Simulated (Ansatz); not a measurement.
The system is Ge2Sb2Te5.

```xyz
9
Lattice="4.2941 0.0000 0.0000 -2.1470 3.7188 0.0000 0.0000 0.0000 17.1013" Properties=species:S:1:pos:R:3 pbc="T T T"
Te    2.1470    1.2396    7.1807
Te    0.0000    2.4792    9.9206
Te    0.0000    2.4792    3.4466
Te    2.1470    1.2396   13.6547
Te    0.0000    0.0000    0.0000
Sb    0.0000    0.0000    5.4736
Sb    0.0000    0.0000   11.6278
Ge    2.1470    1.2396    1.7596
Ge    0.0000    2.4792   15.3417
```

The cell comes from a database or a generator and needn't be the stable form of this composition.

Base run:

* Program: Ansatz 0.2.0
* Functional: LDA
* Potentials or basis: Ansatz PAW
* Cutoff: 420 eV (not typed: the program's choice for these potentials)
* k mesh: 7 × 7 × 2
* Occupations: fermi-dirac, width 0.05 eV
* Spin: no spin polarisation

Its results: band gap on the k mesh 0.29 eV, direct; pressure -3.3 GPa; largest force 0.201 eV/Å.

Task: After a change of settings the same cell gave: band gap on the k mesh 0.30 eV, direct; pressure 4.3 GPa; largest force 0.097 eV/Å. Which change was it?
A. functional from LDA to BLYP
B. functional from LDA to PBE
C. functional from LDA to RPBE
D. functional from LDA to revPBE

Result: A.

BLYP binds less tightly than LDA, so the same cell stands under more pressure.

Caveats: spin-orbit coupling is left out, which moves the levels of the heavy elements; the PAW data sets come from PBE, with cores solved anew for the run's functional, which leaves a small shift of forces and pressure.
